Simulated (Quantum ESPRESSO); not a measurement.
# SiO (F-43m) in Quantum ESPRESSO: further runs, part 2 of 4

Quantum ESPRESSO 7.5. The steps go on from the part before.

## (3) Phonons, PBE

pw.in reads:

```
&CONTROL
  calculation = 'scf'
  prefix = 'pwscf'
  outdir = './tmp'
  pseudo_dir = './pseudo'
  tprnfor = .true.
  tstress = .true.
  disk_io = 'low'
/
&SYSTEM
  ibrav = 0
  nat = 2
  ntyp = 2
  ecutwfc = 45
  ecutrho = 360
  nbnd = 10
  occupations = 'smearing'
  smearing = 'fd'
  degauss = 0.00367493
/
&ELECTRONS
  conv_thr = 4d-10
  electron_maxstep = 120
  mixing_beta = 0.5
/
ATOMIC_SPECIES
Si    28.0850 si_pbe_v1.uspp.F.UPF
O     15.9990 o_pbe_v1.2.uspp.F.UPF
CELL_PARAMETERS angstrom
   0.0000000000    2.4336400000    2.4336400000
   2.4336400000    0.0000000000    2.4336400000
   2.4336400000    2.4336400000    0.0000000000
ATOMIC_POSITIONS crystal
Si     0.7500000000    0.7500000000    0.7500000000
O      0.0000000000    0.0000000000    0.0000000000
K_POINTS automatic
6 6 6 1 1 1
```

relax.in reads:

```
&CONTROL
  calculation = 'vc-relax'
  prefix = 'pwscf'
  outdir = './tmp'
  pseudo_dir = './pseudo'
  tprnfor = .true.
  tstress = .true.
  disk_io = 'low'
  nstep = 40
  forc_conv_thr = 0.0001
  etot_conv_thr = 1d-06
/
&SYSTEM
  ibrav = 0
  nat = 2
  ntyp = 2
  ecutwfc = 45
  ecutrho = 360
  nbnd = 10
  occupations = 'smearing'
  smearing = 'fd'
  degauss = 0.00367493
/
&ELECTRONS
  conv_thr = 4d-10
  electron_maxstep = 120
  mixing_beta = 0.5
/
&IONS
  ion_dynamics = 'bfgs'
/
&CELL
  cell_dynamics = 'bfgs'
  press = 0
  press_conv_thr = 0.2
/
ATOMIC_SPECIES
Si    28.0850 si_pbe_v1.uspp.F.UPF
O     15.9990 o_pbe_v1.2.uspp.F.UPF
CELL_PARAMETERS angstrom
   0.0000000000    2.4336400000    2.4336400000
   2.4336400000    0.0000000000    2.4336400000
   2.4336400000    2.4336400000    0.0000000000
ATOMIC_POSITIONS crystal
Si     0.7500000000    0.7500000000    0.7500000000
O      0.0000000000    0.0000000000    0.0000000000
K_POINTS automatic
6 6 6 1 1 1
```

scf2.in reads:

```
&CONTROL
  calculation = 'scf'
  prefix = 'pwscf'
  outdir = './tmp'
  pseudo_dir = './pseudo'
  tprnfor = .true.
  tstress = .true.
  disk_io = 'low'
/
&SYSTEM
  ibrav = 0
  nat = 2
  ntyp = 2
  ecutwfc = 45
  ecutrho = 360
  nbnd = 10
  occupations = 'smearing'
  smearing = 'fd'
  degauss = 0.00367493
/
&ELECTRONS
  conv_thr = 1d-13
  electron_maxstep = 120
  mixing_beta = 0.5
  startingpot = 'file'
  startingwfc = 'file'
/
ATOMIC_SPECIES
Si    28.0850 si_pbe_v1.uspp.F.UPF
O     15.9990 o_pbe_v1.2.uspp.F.UPF
CELL_PARAMETERS angstrom
   0.0000000000    2.4377172170    2.4377172170
   2.4377172170    0.0000000000    2.4377172170
   2.4377172170    2.4377172170    0.0000000000
ATOMIC_POSITIONS crystal
Si     0.7500000000    0.7500000000    0.7500000000
O      0.0000000000    0.0000000000    0.0000000000
K_POINTS automatic
6 6 6 1 1 1
```

ph.in reads:

```
phonons of SiO
&INPUTPH
  prefix = 'pwscf'
  outdir = './tmp'
  tr2_ph = 1d-18
  fildyn = 'dyn'
  niter_ph = 90
  alpha_mix(1) = 0.4
/
0.0000000000 0.0000000000 0.0000000000
```

dynmat.in reads:

```
&INPUT
  fildyn = 'dyn'
  asr = 'crystal'
  filout = 'dynmat.disp'
  fileig = 'dynmat.eig'
/
```

Potentials or basis: GBRV 1.5 PBE.

Command:

```bash
> OMP_NUM_THREADS=1 pw.x -in pw.in > pw.out
> OMP_NUM_THREADS=1 pw.x -in relax.in > relax.out
> OMP_NUM_THREADS=1 pw.x -in scf2.in > scf2.out
> OMP_NUM_THREADS=1 ph.x -in ph.in > ph.out
> OMP_NUM_THREADS=1 dynmat.x -in dynmat.in > dynmat.out
```

pw.out:

```text
This program is part of the open-source Quantum ESPRESSO suite
     for quantum simulation of materials; please cite
[... 9 lines left out ...]
     --------------------
     sticks:   dense  smooth     PW     G-vecs:    dense   smooth      PW
     Sum        1045     517    163                22371     7823    1459

     Using Slab Decomposition

     bravais-lattice index     =            0
     lattice parameter (alat)  =       6.5038  a.u.
     unit-cell volume          =     194.5340 (a.u.)^3
     number of atoms/cell      =            2
     number of atomic types    =            2
     number of electrons       =        10.00
     number of Kohn-Sham states=           10
     kinetic-energy cutoff     =      45.0000  Ry
     charge density cutoff     =     360.0000  Ry
     scf convergence threshold =      4.0E-10
     mixing beta               =       0.5000
     number of iterations used =            8  plain     mixing
     Exchange-correlation= SLA  PW   PBE  PBE
                           (   1   4   3   4   0   0   0)

     celldm(1)=   6.503845  celldm(2)=   0.000000  celldm(3)=   0.000000
     celldm(4)=   0.000000  celldm(5)=   0.000000  celldm(6)=   0.000000

     crystal axes: (cart. coord. in units of alat)
               a(1) = (   0.000000   0.707107   0.707107 )
               a(2) = (   0.707107   0.000000   0.707107 )
               a(3) = (   0.707107   0.707107   0.000000 )

     reciprocal axes: (cart. coord. in units 2 pi/alat)
               b(1) = ( -0.707107  0.707107  0.707107 )
               b(2) = (  0.707107 -0.707107  0.707107 )
               b(3) = (  0.707107  0.707107 -0.707107 )

     PseudoPot. # 1 for Si read from file:
     si_pbe_v1.uspp.F.UPF
     Pseudo is Ultrasoft + core correction, Zval =  4.0
     Generated by new atomic code, or converted to UPF format
     Using radial grid of  899 points,  6 beta functions with:
                l(1) =   0
                l(2) =   0
                l(3) =   1
                l(4) =   1
                l(5) =   2
                l(6) =   2
     Q(r) pseudized with  8 coefficients,  rinner =    0.900   0.900   0.900
                                                       0.900   0.900

     PseudoPot. # 2 for O  read from file:
     o_pbe_v1.2.uspp.F.UPF
     Pseudo is Ultrasoft + core correction, Zval =  6.0
     Generated by new atomic code, or converted to UPF format
     Using radial grid of  737 points,  5 beta functions with:
                l(1) =   0
                l(2) =   0
                l(3) =   1
                l(4) =   1
                l(5) =   2
     Q(r) pseudized with  8 coefficients,  rinner =    0.900   0.900   0.900
                                                       0.900   0.900

     atomic species   valence    mass     pseudopotential
     Si                4.00    28.08500     Si( 1.00)
     O                 6.00    15.99900     O ( 1.00)

     24 Sym. Ops. (no inversion) found

   Cartesian axes

     site n.     atom                  positions (alat units)
         1        Si     tau(   1) = (   1.0606602   1.0606602   1.0606602  )
         2        O      tau(   2) = (   0.0000000   0.0000000   0.0000000  )

     number of k points=    28  Fermi-Dirac smearing, width (Ry)=  0.0037
                       cart. coord. in units 2pi/alat
        k(    1) = (   0.0589256   0.0589256   0.0589256), wk =   0.0185185
        k(    2) = (   0.1767767   0.1767767  -0.0589256), wk =   0.0555556
        k(    3) = (   0.2946278   0.2946278  -0.1767767), wk =   0.0555556
        k(    4) = (  -0.2946278  -0.2946278   0.4124790), wk =   0.0555556
        k(    5) = (  -0.1767767  -0.1767767   0.2946278), wk =   0.0555556
        k(    6) = (  -0.0589256  -0.0589256   0.1767767), wk =   0.0555556
[... 20 lines left out ...]
        k(   27) = (   0.2946278   0.2946278   0.2946278), wk =   0.0185185
        k(   28) = (  -0.2946278  -0.2946278   0.8838835), wk =   0.0555556

     Dense  grid:    22371 G-vectors     FFT dimensions: (  40,  40,  40)

     Smooth grid:     7823 G-vectors     FFT dimensions: (  27,  27,  27)

     Initial potential from superposition of free atoms

     starting charge       9.9993, renormalised to      10.0000
     Starting wfcs are    8 randomized atomic wfcs +    2 random wfcs

     Self-consistent Calculation

     iteration #  1     ecut=    45.00 Ry     beta= 0.50
     Davidson diagonalization with overlap
     ethr =  1.00E-02,  avg # of iterations =  5.3

     total energy              =     -41.61319112 Ry
     estimated scf accuracy    <       0.42758764 Ry

     iteration #  2     ecut=    45.00 Ry     beta= 0.50
     Davidson diagonalization with overlap
     ethr =  4.28E-03,  avg # of iterations =  2.0

     total energy              =     -41.71394156 Ry
     estimated scf accuracy    <       0.49896024 Ry

     iteration #  3     ecut=    45.00 Ry     beta= 0.50
     Davidson diagonalization with overlap
     ethr =  4.28E-03,  avg # of iterations =  1.0
[... 43 lines left out ...]
     total energy              =     -41.79427723 Ry
     estimated scf accuracy    <       0.00000027 Ry

     iteration # 10     ecut=    45.00 Ry     beta= 0.50
     Davidson diagonalization with overlap
     ethr =  2.72E-09,  avg # of iterations =  1.0

     total energy              =     -41.79427717 Ry
     estimated scf accuracy    <       0.00000021 Ry

     iteration # 11     ecut=    45.00 Ry     beta= 0.50
     Davidson diagonalization with overlap
     ethr =  2.05E-09,  avg # of iterations =  1.2

     End of self-consistent calculation

          k = 0.0589 0.0589 0.0589 (   959 PWs)   bands (ev):

   -13.4555   0.6304   2.0191   2.0191   2.7199  10.7758  11.1033  11.1033
    18.1298  18.1743

          k = 0.1768 0.1768-0.0589 (   976 PWs)   bands (ev):

   -13.2655  -0.6608   1.6446   1.9551   4.0897   9.8814  11.2459  11.2771
    16.7609  17.3822

          k = 0.2946 0.2946-0.1768 (   992 PWs)   bands (ev):

   -12.9484  -1.9100   1.3599   1.7307   5.1121   9.2955  11.0822  11.3624
    17.2207  17.2254

          k =-0.2946-0.2946 0.4125 (   993 PWs)   bands (ev):

   -12.8293  -2.2839   1.3575   1.5748   5.2970   9.2323  11.0078  11.3604
    17.0681  17.9650

          k =-0.1768-0.1768 0.2946 (   980 PWs)   bands (ev):

   -13.0483  -1.5650   1.6079   1.6241   4.8847   9.3253  11.1715  11.4524
    16.1908  18.0374

          k =-0.0589-0.0589 0.1768 (   978 PWs)   bands (ev):

   -13.3554  -0.1410   1.8426   1.8729   3.6339  10.1271  11.2480  11.2954
    16.3658  18.6307

          k = 0.2946 0.0589 0.0589 (   985 PWs)   bands (ev):

   -13.1772  -0.8959   1.5392   1.5556   4.7279   9.1454  11.5130  11.6357
    14.7033  19.4242

          k = 0.4125 0.1768-0.0589 (   997 PWs)   bands (ev):

   -12.9180  -1.6353   0.9072   1.3682   5.8775   8.4839  11.0677  11.9248
    14.6529  19.3238

          k =-0.1768-0.4125 0.5303 (   988 PWs)   bands (ev):

   -12.7404  -2.0199   0.4144   1.2660   6.5183   8.6255  10.4541  11.9031
    15.5091  18.5769

          k =-0.0589-0.2946 0.4125 (   995 PWs)   bands (ev):

   -12.8417  -1.8077   0.4997   1.4916   6.2225   8.8346  10.4242  11.7960
    15.8495  18.0050

          k = 0.0589-0.1768 0.2946 (   984 PWs)   bands (ev):

   -13.1066  -1.2230   1.2962   1.7431   4.9514   9.2706  11.1474  11.5325
    15.5632  18.2447

          k = 0.5303 0.0589 0.0589 (   998 PWs)   bands (ev):

   -12.7699  -1.8600   0.8528   1.0015   6.1423   7.5195  12.0039  12.4335
    13.3043  18.8043

          k =-0.0589-0.5303 0.6482 (   994 PWs)   bands (ev):

   -12.6513  -1.9388   0.3425   0.8081   6.7576   7.5979  11.4229  12.3927
    13.7623  18.9865

          k = 0.0589-0.4125 0.5303 (   995 PWs)   bands (ev):

   -12.6868  -1.8592  -0.0313   1.1254   7.0427   8.3478  10.3188  12.1303
    14.9479  18.5266

          k = 0.1768-0.2946 0.4125 (   994 PWs)   bands (ev):

   -12.8355  -2.0733   0.9521   1.5176   5.7544   9.0366  10.7259  11.5740
    16.3739  18.2851

          k =-0.6482 0.0589 0.0589 (   997 PWs)   bands (ev):

   -12.6548  -2.0436   0.6741   0.8652   6.1506   7.3380  12.2949  12.6706
    13.1442  18.3239

          k =-0.5303 0.1768-0.0589 (   997 PWs)   bands (ev):

   -12.7502  -1.8603   0.5617   1.0137   6.5500   7.8379  11.1548  12.2737
    14.0967  19.1461

          k =-0.4125 0.0589 0.0589 (  1000 PWs)   bands (ev):

   -12.9631  -1.4789   1.1658   1.2490   5.6553   8.1757  11.7650  12.0491
    13.6930  19.3769

          k = 0.1768 0.1768 0.1768 (   983 PWs)   bands (ev):

   -13.1865  -1.1010   1.8321   1.8321   4.2622   9.6899  11.3102  11.3102
    17.3759  17.5278

          k = 0.2946 0.2946 0.0589 (   991 PWs)   bands (ev):

   -12.9838  -1.5849   0.9008   1.7659   5.4714   9.2412  10.7298  11.5185
    16.5743  17.2628

          k =-0.2946-0.2946 0.6482 (   991 PWs)   bands (ev):

   -12.7569  -1.8837   0.1328   1.4403   6.6024   8.7396  10.2745  11.8605
    15.9743  17.6394
[... 8 lines left out ...]
   -12.8866  -1.8575   1.0489   1.3920   5.7507   8.7659  10.9504  11.7314
    15.3186  18.8720

          k =-0.1768-0.4125 0.7660 (   996 PWs)   bands (ev):

   -12.7187  -1.8580   0.2083   1.0474   6.9961   8.3119  10.2870  12.1312
    14.9773  18.6340

          k =-0.0589-0.2946 0.6482 (   996 PWs)   bands (ev):

   -12.6479  -1.8168   0.0903   0.6715   7.5047   7.9978  10.2805  12.2300
    14.4863  19.1324

          k =-0.7660 0.1768 0.1768 (   993 PWs)   bands (ev):

   -12.6632  -1.8926   0.0145   1.0886   6.8246   7.9499  11.0017  12.3208
    14.1141  19.3589

          k = 0.2946 0.2946 0.2946 (   990 PWs)   bands (ev):

   -12.8904  -2.2025   1.6629   1.6629   4.9047   9.3369  11.2649  11.2649
    17.0123  18.0635

          k =-0.2946-0.2946 0.8839 (   998 PWs)   bands (ev):

   -12.7818  -2.1325   0.6953   1.4912   6.0263   8.9683  10.5891  11.6187
    16.4766  18.0889

     the Fermi energy is     7.4691 ev

!    total energy              =     -41.79427720 Ry
     estimated scf accuracy    <          1.3E-10 Ry
     smearing contrib. (-TS)   =      -0.00053566 Ry
     internal energy E=F+TS    =     -41.79374154 Ry

     The total energy is F=E-TS. E is the sum of the following terms:
     one-electron contribution =     -11.91319198 Ry
     hartree contribution      =      11.61359148 Ry
     xc contribution           =     -11.38857595 Ry
     ewald contribution        =     -30.10556508 Ry

     convergence has been achieved in  11 iterations

     Forces acting on atoms (cartesian axes, Ry/au):

     atom    1 type  1   force =    -0.00000000   -0.00000000    0.00000000
     atom    2 type  2   force =     0.00000000    0.00000000    0.00000000

     Total force =     0.000000     Total SCF correction =     0.000000

     Computing stress (Cartesian axis) and pressure

          total   stress  (Ry/bohr**3)                   (kbar)     P=        3.26
   0.00002216  -0.00000000  -0.00000000            3.26       -0.00       -0.00
  -0.00000000   0.00002216   0.00000000           -0.00        3.26        0.00
  -0.00000000   0.00000000   0.00002216           -0.00        0.00        3.26

=------------------------------------------------------------------------------=
   JOB DONE.
=------------------------------------------------------------------------------=
```

Run time: 2 min. Hardware: 1 thread of Arm Neoverse V1, shared host; peak memory 0.14 GiB.

What came out:

```
Free energy                            : -568.6403 eV
Relaxed volume                         : 14.49 Å³/atom
Relaxed cell                           : a = 3.447 Å, b = 3.447 Å, c = 3.447 Å, α = 60.00°, β = 60.00°, γ = 60.00°
Space group after relaxing (to 0.05 Å) : F-43m (No. 216)
Pressure after relaxing                : 0.0 GPa
Band gap on the k mesh                 : none (metal or under the smearing width)
Highest phonon frequency at Γ          : 2 cm⁻¹
Most unstable mode                     : 257i cm⁻¹
```

Step by step:
```
step  energy change (eV)  largest force (eV/Å)  pressure (GPa)  volume (Å³)
   1              0.0000                0.0000            0.33        28.83
   2             -0.0001                0.0000            0.22        28.87
   3             -0.0001                0.0000            0.10        28.93
   4             -0.0001                0.0000            0.00        28.97
   5             -0.0001                0.0000            0.00        28.97
```

Final structure:
```cif
data_structure
_symmetry_space_group_name_H-M 'P 1'
_symmetry_Int_Tables_number 1
_cell_length_a 3.4475
_cell_length_b 3.4475
_cell_length_c 3.4475
_cell_angle_alpha 60.000
_cell_angle_beta 60.000
_cell_angle_gamma 60.000
_cell_volume 28.97
loop_
_atom_site_label
_atom_site_type_symbol
_atom_site_fract_x
_atom_site_fract_y
_atom_site_fract_z
_atom_site_occupancy
Si1 Si 0.75000 0.75000 0.75000 1
O1 O 0.00000 0.00000 0.00000 1
```

Phonon frequencies in cm⁻¹ (negative: imaginary):
| q point | frequencies |
| --- | --- |
| (0.000, 0.000, 0.000) | -257 -257 -257 2 2 2 |

Optical modes at Γ, degenerate ones joined:
```csv
cm⁻¹,components,symmetry,active in
257i,3,T2,IR and Raman
```

Caveat: the k mesh is coarse (spacing up to 0.37 Å⁻¹), so the values aren't converged; the mesh is thin for the phonons of a metal; some modes are imaginary.

[end of part 2 of 4]
